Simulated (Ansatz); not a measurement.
**CHClNSi (SMILES N#C[SiH]Cl): UCCSD/def2-SVPD**

Aim: the energy change on altering one bond length of CHClNSi at UCCSD/def2-SVPD, from 2 runs. 

The results are computed with Ansatz 0.2.0.

68 further runs of the same task are left out: 68 set aside as unsound or not needed. Runs told in other sessions of the task aren't counted.

**1. The structure to begin with**

CHClNSi has 5 atoms, charge 0, and is taken as a doublet. SMILES: `N#C[SiH]Cl`. Geometry: relaxed at PBE0-D4/def2-TZVP.

Bond lengths: N1–C2 1.154 Å, C2–Si3 1.834 Å, Si3–Cl4 2.035 Å, Si3–H5 1.481 Å. Angles: N1–C2–Si3 174.6°, C2–Si3–Cl4 109.0°, C2–Si3–H5 108.9°, Cl4–Si3–H5 110.9°.

**2. A single-point energy at UCCSD/def2-SVPD**

run.yaml

```yaml
basis:
  gaussian:
    orbitals: def2-SVPD
crystal:
  periodic: [false, false, false]
  atoms:
    - symbol: "N"
      position_ang: [-1.370200, 0.130500, -1.827500]
    - symbol: C
      position_ang: [-0.756100, 0.007500, -0.858000]
    - symbol: Si
      position_ang: [0.105400, -0.310100, 0.730000]
    - symbol: Cl
      position_ang: [2.040100, -0.810700, 0.347000]
    - symbol: H
      position_ang: [0.030700, 0.909000, 1.567100]
magnetization:
  spin_polarized: true
  initial_magnetization: 1
correlation:
  method: ccsd
  frozen_orbitals: {C: 1, Cl: 5, H: 0, "N": 1, Si: 5}
accuracy: high
scf:
  omitted_lower_state_checks: [cluster_reference, increment]
```

On the command line:

```bash
ansatz run run.yaml --threads 1 --pin off --max-ram 2610MiB --events-out events.jsonl --progress --plain --runs-dir runs
```

What it wrote, cut to the lines that bear on the results:

```text
Warning: RAYON_NUM_THREADS=1 ignored (pool sized by the plan → 1); use --threads N
Functional definition: HF
  name "HF"
[...]
1886 factors; integrals over basis functions are off by at most 3.8e-9 eV
[...]
mean field -22885.90730062 eV, -841.0415806727 hartree, gradient 2.1e-8 eV, S^2 0.803767; 4 other end points of the search recorded, 0 dependent functions left out
12 core orbitals not correlated: weight in the atoms' cores, before any rotation towards them, 1.000 or more for the frozen orbitals, at most 0.000 for the correlated occupied ones
reference -22885.90730062 eV, -841.0415806727 hartree; 11, 10 occupied and 76, 77 virtual orbitals, 1886 factors
second order -13.71943361 eV of doubles, -0.00000000 eV of singles
cycle   1  -13.94818431 eV  change   -2.3e-1 eV  update   1.1e-1
[...]
cycle  26  -14.56534833 eV  change  -7.2e-10 eV  update  7.1e-10
Total energy: -22900.47264895 eV, -841.5768473510 hartree
Checks for a lower state left out: cluster_reference, increment
```

Wall time 51 s (1 thread of Arm Neoverse V2, shared host); peak memory 1.2 GiB.

**3. The distorted shape, same level**

job.yaml

```yaml
crystal:
  periodic: [false, false, false]
  atoms:
    - symbol: "N"
      position_ang: [-2.059396, 0.384579, -3.097893]
    - symbol: C
      position_ang: [-1.445296, 0.261579, -2.128393]
    - symbol: Si
      position_ang: [0.105400, -0.310100, 0.730000]
    - symbol: Cl
      position_ang: [2.040100, -0.810700, 0.347000]
    - symbol: H
      position_ang: [0.030700, 0.909000, 1.567100]
basis:
  gaussian: {orbitals: def2-SVPD}
magnetization: {spin_polarized: true, initial_magnetization: 1}
correlation: {method: ccsd, frozen_orbitals: {C: 1, Cl: 5, H: 0, "N": 1, Si: 5}}
accuracy: high
scf: {omitted_lower_state_checks: [cluster_reference, increment]}
```

On the command line:

```bash
ansatz run job.yaml --threads 1 --pin off --max-ram 2610MiB --events-out events.jsonl --progress --plain --runs-dir runs
```

What it wrote, cut to the lines that bear on the results:

```text
Warning: RAYON_NUM_THREADS=1 ignored (pool sized by the plan → 1); use --threads N
Functional definition: HF
  name "HF"
[...]
1883 factors; integrals over basis functions are off by at most 4.0e-9 eV
[...]
mean field -22882.44174408 eV, -840.9142238187 hartree, gradient 7.2e-8 eV, S^2 1.478009; 9 other end points of the search recorded, 0 dependent functions left out
12 core orbitals not correlated: weight in the atoms' cores, before any rotation towards them, 1.000 or more for the frozen orbitals, at most 0.000 for the correlated occupied ones
reference -22882.44174408 eV, -840.9142238187 hartree; 11, 10 occupied and 76, 77 virtual orbitals, 1883 factors
second order -12.58810893 eV of doubles, -0.00000000 eV of singles
cycle   1  -13.17062129 eV  change   -5.8e-1 eV  update   1.4e-1
[...]
cycle  41  -14.40668006 eV  change   6.9e-10 eV  update  7.0e-10
Total energy: -22896.84842413 eV, -841.4436595456 hartree
Checks for a lower state left out: cluster_reference, increment
```

Run time: 84 s. Hardware: 1 thread of Arm Neoverse V2, shared host; peak memory 1.2 GiB.

**4. Results**

Level: UCCSD/def2-SVPD, 12 core orbitals frozen.

| quantity | value |
| --- | --- |
| first shape: total energy | -841.57685 Eh |
| first shape: correlation energy (12 core orbitals frozen) | -535.3 mEh |
| first shape: ⟨S²⟩ of the reference determinant | 0.804 |
| first shape: T1 diagnostic | 0.022 |
| distorted shape: total energy | -841.44366 Eh |
| distorted shape: correlation energy (12 core orbitals frozen) | -529.4 mEh |
| distorted shape: ⟨S²⟩ of the reference determinant | 1.478 |
| distorted shape: T1 diagnostic | 0.063 |
| energy change with the C2–Si3 bond stretched from 1.834 to 3.302 Å | 3.624 eV |

What this shows: With the C2–Si3 bond stretched from 1.834 to 3.302 Å the energy rises by 3.62 eV (84 kcal/mol). The first shape isn't relaxed at this level, so the change isn't measured from a minimum. ⟨S²⟩ (distorted shape) is 1.48 where a pure doublet has 0.75: the reference is spin-contaminated. The T1 diagnostic (distorted shape) of 0.063 is above the customary mark for such species, so a single reference may not serve.
